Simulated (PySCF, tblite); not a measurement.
# C4H15NSi2: geometry, infrared bands and NMR shifts

What infrared bands and NMR shifts should C4H15NSi2 (`C[SiH2]N[SiH2]C(C)C`) show?

Programs: tblite 0.8.0 and PySCF 2.14.0, with density-fitted response routines of our own. Each step states its level of theory. These are calculated values for one molecule in the gas phase, unless marked as measured. Atoms are numbered from 0 throughout.

**1. The molecule as given**

22 atoms, charge 0, multiplicity 1; geometry from: force field or distance geometry start.

Bonds of the start (Å): C0–Si1 1.87, Si1–N2 1.78, N2–Si3 1.80, Si3–C4 1.85, C4–C5 1.53, C4–C6 1.51, C0–H7 1.09, C0–H8 1.11, C0–H9 1.10, Si1–H10 1.49, Si1–H11 1.48, N2–H12 1.04, Si3–H13 1.49, Si3–H14 1.48, C4–H15 1.12, C5–H16 1.11, C5–H17 1.10, C5–H18 1.09, C6–H19 1.10, C6–H20 1.12, C6–H21 1.11.

**2. Relaxing the molecule with GFN2-xTB**

What the job is given:

```
{"job": {"kind": "relax", "xc": "GFN2-xTB", "basis": "xTB"}, "charge": 0, "multiplicity": 1}
C      3.586100     0.771300    -0.265900
Si     2.480600    -0.649400     0.228400
N      0.888000    -0.558900    -0.562100
Si    -0.280700    -0.101300     0.722100
C     -2.050200    -0.353500     0.258800
C     -2.076800    -0.872300    -1.176600
C     -2.783500     0.953100     0.409500
H      3.996800     0.585500    -1.260700
H      3.044300     1.736800    -0.225900
H      4.409000     0.835600     0.464200
H      2.284500    -0.512700     1.697800
H      3.179500    -1.915200    -0.070200
H      0.891800     0.134600    -1.332600
H      0.024800    -1.033800     1.848400
H      0.031800     1.281900     1.131100
H     -2.519900    -1.146400     0.897000
H     -1.320000    -1.689100    -1.232500
H     -1.719300    -0.078900    -1.845200
H     -3.072200    -1.255700    -1.405000
H     -3.480200     1.067100    -0.429100
H     -3.403700     0.983100     1.344300
H     -2.121000     1.837600     0.402600
```

Started as:

```sh
OMP_NUM_THREADS=1 python probes_run.py task.json out
```

One launch serves the whole session: the jobs run in the order shown.

**Question.** This job is followed by: GFN2-xTB harmonic vibrations, gas phase; GIAO PBE0/pcSseg-1 NMR shielding, non-relativistic, gas phase. Predict these results of the whole session: strongest single infrared mode (GFN2-xTB); zero-point energy (GFN2-xTB); ¹³C shifts against TMS (PBE0/pcSseg-1, means over atoms taken as alike); ¹H shifts against TMS (PBE0/pcSseg-1, means over atoms taken as alike); ²⁹Si shifts against TMS (PBE0/pcSseg-1); ¹⁵N shifts against NH3 (PBE0/pcSseg-1); surface potential, 1st and 99th percentile.

The runs gave:

| quantity | value |
| --- | --- |
| strongest single infrared mode (GFN2-xTB) | 2185 cm⁻¹, 811 km/mol |
| zero-point energy (GFN2-xTB) | 111.7 kcal/mol |
| ¹³C shifts against TMS (PBE0/pcSseg-1, means over atoms taken as alike) | 20.3, 18.0, -3.5 ppm |
| ¹H shifts against TMS (PBE0/pcSseg-1, means over atoms taken as alike) | 4.95, 4.61, 1.14, 0.88, 0.33, -0.58 ppm |
| ²⁹Si shifts against TMS (PBE0/pcSseg-1) | -25.7, -32.4 ppm |
| ¹⁵N shifts against NH3 (PBE0/pcSseg-1) | 7.2 ppm |
| surface potential, 1st and 99th percentile | -0.50 V and 1.42 V |

In words: The optimisation took 202 steps and gained 0.973 eV; among the close pairs (by a distance rule), N2–Si3 changed most, from 1.796 to 1.730 Å. All 60 modes are real, so the xTB geometry is a minimum. The strongest single mode, at 2185 cm⁻¹, moves mainly H13 and H10. Unscaled tight-binding wavenumbers are off by several per cent, some by more. Its intensities can rank the bands wrongly. At PBE0/pcSseg-1: Shielding is most anisotropic at Si1 (span 94 ppm, paramagnetic term -499 ppm).
